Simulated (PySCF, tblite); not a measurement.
**C₄H₇BCl₂Si: geometry, infrared bands and NMR shifts**

Wanted: the infrared bands and NMR shifts of C₄H₇BCl₂Si (`C=C[SiH2]/C=C(\Cl)BCl`), by calculation.

Computed with tblite 0.8.0 and PySCF 2.14.0, with density-fitted response routines of our own, on a single molecule in the gas phase. Atoms are numbered from 0 throughout.

## Step 1: The starting structure

15 atoms, charge 0, multiplicity 1; geometry from: force field or distance geometry start.

Bonds of the start (Å): C0–C1 1.34, C1–Si2 1.86, Si2–C3 1.86, C3–C4 1.33, C4–Cl5 1.73, C4–B6 1.57, B6–Cl7 1.85, C0–H8 1.08, C0–H9 1.11, C1–H10 1.10, Si2–H11 1.46, Si2–H12 1.46, C3–H13 1.09, B6–H14 1.19.

## Step 2: Relaxing the molecule with GFN2-xTB

The job: settings as JSON, then the geometry in Å.

```
{"job": {"kind": "relax", "xc": "GFN2-xTB", "basis": "xTB"}, "charge": 0, "multiplicity": 1}
C     -2.214400     1.030800    -0.222700
C     -2.209200    -0.255400    -0.583600
Si    -0.791200    -1.377900    -0.137300
C      0.769100    -0.555200    -0.737600
C      1.489400     0.202000     0.088500
Cl     1.042500     0.516500     1.731600
B      2.797300     0.857700    -0.478200
Cl     4.377700    -0.041500    -0.139800
H     -1.414100     1.497100     0.336300
H     -3.084900     1.669200    -0.494400
H     -3.079800    -0.630700    -1.141600
H     -0.673400    -1.538600     1.304000
H     -0.882400    -2.649600    -0.855800
H      1.046700    -0.763200    -1.767800
H      2.822200     2.046800    -0.429100
```

Launch:

```sh
$ OMP_NUM_THREADS=1 python probes_run.py task.json out
```

This one command runs all jobs of the session in turn.

**Question.** This job is followed by: GFN2-xTB harmonic vibrations, gas phase; GIAO PBE0/pcSseg-1 NMR shielding, non-relativistic, gas phase. What will the session give for the following? strongest single infrared mode (GFN2-xTB); zero-point energy (GFN2-xTB); ¹³C shifts against TMS (PBE0/pcSseg-1); ¹H shifts against TMS (PBE0/pcSseg-1, means over atoms taken as alike); ²⁹Si shifts against TMS (PBE0/pcSseg-1); ³⁵Cl shifts against HCl (PBE0/pcSseg-1); ¹¹B shifts against BF3·OEt2 (PBE0/pcSseg-1); surface potential, 1st and 99th percentile.

The runs gave:

```
                                                              quantity                                   value
                             strongest single infrared mode (GFN2-xTB)                   2210 cm⁻¹, 394 km/mol
                                          zero-point energy (GFN2-xTB)                           58.7 kcal/mol
                                ¹³C shifts against TMS (PBE0/pcSseg-1)          170.4, 158.7, 144.5, 132.6 ppm
¹H shifts against TMS (PBE0/pcSseg-1, means over atoms taken as alike)  7.97, 6.49, 6.35, 6.25, 6.04, 4.81 ppm
                               ²⁹Si shifts against TMS (PBE0/pcSseg-1)                               -61.1 ppm
                               ³⁵Cl shifts against HCl (PBE0/pcSseg-1)                            305, 268 ppm
                           ¹¹B shifts against BF3·OEt2 (PBE0/pcSseg-1)                                57.0 ppm
                                 surface potential, 1st and 99th percentile                      -0.60 V and 1.22 V
```

In words: The optimisation took 180 steps and gained 0.896 eV; among the close pairs (by a distance rule), B6–Cl7 changed most, from 1.850 to 1.691 Å. All 39 modes are real, so the xTB geometry is a minimum. The strongest single mode, at 2210 cm⁻¹, moves mainly H12. GFN2-xTB is a fitted tight-binding method: band positions and strengths are rough. Its intensities can rank the bands wrongly. At PBE0/pcSseg-1: The largest span, 712 ppm, is at Cl7, where the paramagnetic term is -466 ppm. At PBE0/pcSseg-1, counted by nearest atom on the grid, the HOMO lies on Cl5 33 %; C3 21 %, the LUMO on B6 34 %; C3 23 %.
